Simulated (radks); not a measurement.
**Ionisation energy and size from Ag⁺ to Xe⁺**

An exercise on one series of results from a longer session: the logs are not shown, and one member is left open.

Program: radks (a radial shooting solver on a logarithmic mesh, Libxc functionals) version 1. Level of theory: scalar-relativistic Kohn-Sham, PBE, spin-polarised, spherical densities, finite nucleus; open shells are filled with parallel spins first. These are calculated values, not measurements, unless marked.

## The system

```
species : Ag⁺, Cd⁺, In⁺, Sn⁺, Sb⁺, Te⁺, I⁺, Xe⁺
runs    : 16, each species and its next ion
```

Set-up of the first run:

Settings of this run:

```text
Z 47
configuration [Kr] 4d10
relativity scalar-relativistic
functional pbe,pbe
spin polarised
nucleus finite rms 4.5454 fm
c 137.035999084
```

Steps of the session up to this table: Ag⁺, [Kr] 4d10; Ag²⁺, [Kr] 4d9; Cd⁺, [Kr] 4d10 5s1; Cd²⁺, [Kr] 4d10; In⁺, [Kr] 4d10 5s2; In²⁺, [Kr] 4d10 5s1; Sn⁺, [Kr] 4d10 5s2 5p1; Sn²⁺, [Kr] 4d10 5s2; Sb⁺, [Kr] 4d10 5s2 5p2; Sb²⁺, [Kr] 4d10 5s2 5p1; Te⁺, [Kr] 4d10 5s2 5p3; Te²⁺, [Kr] 4d10 5s2 5p2; I⁺, [Kr] 4d10 5s2 5p4; I²⁺, [Kr] 4d10 5s2 5p3; Xe⁺, [Kr] 4d10 5s2 5p5; Xe²⁺, [Kr] 4d10 5s2 5p4.

One of the session's tables, all rows but one given; the rest of the session is left out.

```
species  Δ-SCF (eV)  −ε(HOMO) (eV)  its <r> (bohr)
    Ag⁺      21.930         15.639            1.39
    Cd⁺      17.352         13.473            2.64
    In⁺      18.979         14.925            2.48
    Sn⁺      14.158         10.619            2.89
    Sb⁺      16.518         12.625            2.65
    Te⁺      18.738         14.531            2.46
     I⁺      18.639         14.494            2.34
    Xe⁺           ?              ?               ?
```

Estimate the missing values for Xe⁺.

As computed: Δ-SCF (eV): 21.105; −ε(HOMO) (eV): 16.626; its <r> (bohr): 2.19. In the column «Δ-SCF (eV)» it lies between In⁺ (18.979) and Ag⁺ (21.930).

Open shells are spherical and high-spin; term and fine-structure splittings are not resolved. Spin-orbit splitting is averaged out at the scalar-relativistic level.
